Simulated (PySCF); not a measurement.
**A diatomic session: IF+**

One job finds the state of IF+, follows it along the bond with each method and fits the curves.

The runs use PySCF 2.14.0; I cc-pVDZ-PP with ECP28, F cc-pVDZ, scalar-relativistic core potentials.

### Step 1. Input

The job is set up so:

```
atoms                         : I, F
charge                        : 1
basis                         : I cc-pVDZ-PP with ECP28, F cc-pVDZ
Hamiltonian                   : scalar-relativistic core potentials
basis functions               : 37
electrons treated             : 33
masses in u                   : 126.9045, 18.9984
levels                        : PBE0, PBE, r²SCAN, r²SCAN0, TPSS, r²SCANh, HF, MP2, SCS-MP2, CCSD, CCSD(T)
grid                          : 80 radial by 434 angular points
occupations                   : held fixed by the projection of orbital angular momentum
dissociation limit            : I+ + F, each in its ground configuration
starting distance in angstrom : 2.025
values of 2S to try           : 1, 3
```

On the command line:

```
$ OMP_NUM_THREADS=1 python dia.py task.json out
```

Further steps of the session: First curve: PBE0; Excited determinants; PBE; r²SCAN (meta-GGA); r²SCAN0; TPSS (meta-GGA); r²SCANh (hybrid meta-GGA); UHF (mean field); MP2 and coupled cluster.

Q: Predict the outcome of this session. Wanted: for each run, Re; ωe; De; μ.

As calculated:

Lowest PBE0 solution found, without spin–orbit coupling: ²Π (doublet), unpaired electrons π ↑. State 2 has its PBE0 minimum 1.46 eV higher. The other levels ran on the lowest alone.

| level | Re (Å) | ωe (cm⁻¹) | De (eV) | μ (D) |
| --- | --- | --- | --- | --- |
| UHF-CCSD | 1.907 | 663 | 1.60 | n/a |
| PBE | 1.919 | 658 | 3.07 | -1.90 |
| TPSS | 1.913 | 669 | 2.86 | -1.93 |
| r²SCAN | 1.901 | 685 | 2.54 | -2.07 |
| r²SCANh | 1.893 | 699 | 2.31 | -2.18 |
| PBE0 | 1.889 | 707 | 2.35 | -2.22 |
| r²SCAN0 | 1.881 | 718 | 1.99 | -2.32 |

De is counted to I+ + F in their ground configurations. A positive dipole points from I to F; in an ion it is taken about the centre of mass and does not tell which atom is negative. No constants: UHF (too few points lie around the minimum); UHF-MP2 (the points don't follow one smooth fit); UHF-SCS-MP2 (the points don't follow one smooth fit); UHF-CCSD(T) (the points don't follow one smooth fit).

**Reading.** The methods spread over 0.038 Å in bond length, from r²SCAN0 to PBE. Of the levels with a De here, UHF-CCSD gives the least (1.60 eV) and PBE the most (3.07 eV).

Correlated steps freeze 5 core orbitals. Spin–orbit coupling is left out, which matters for elements this heavy, above all for dissociation energies. T1 is 0.020 near the minimum (highest on the curve 0.058), which may point to more than one leading configuration. With spin–orbit coupling the term label itself may not hold.
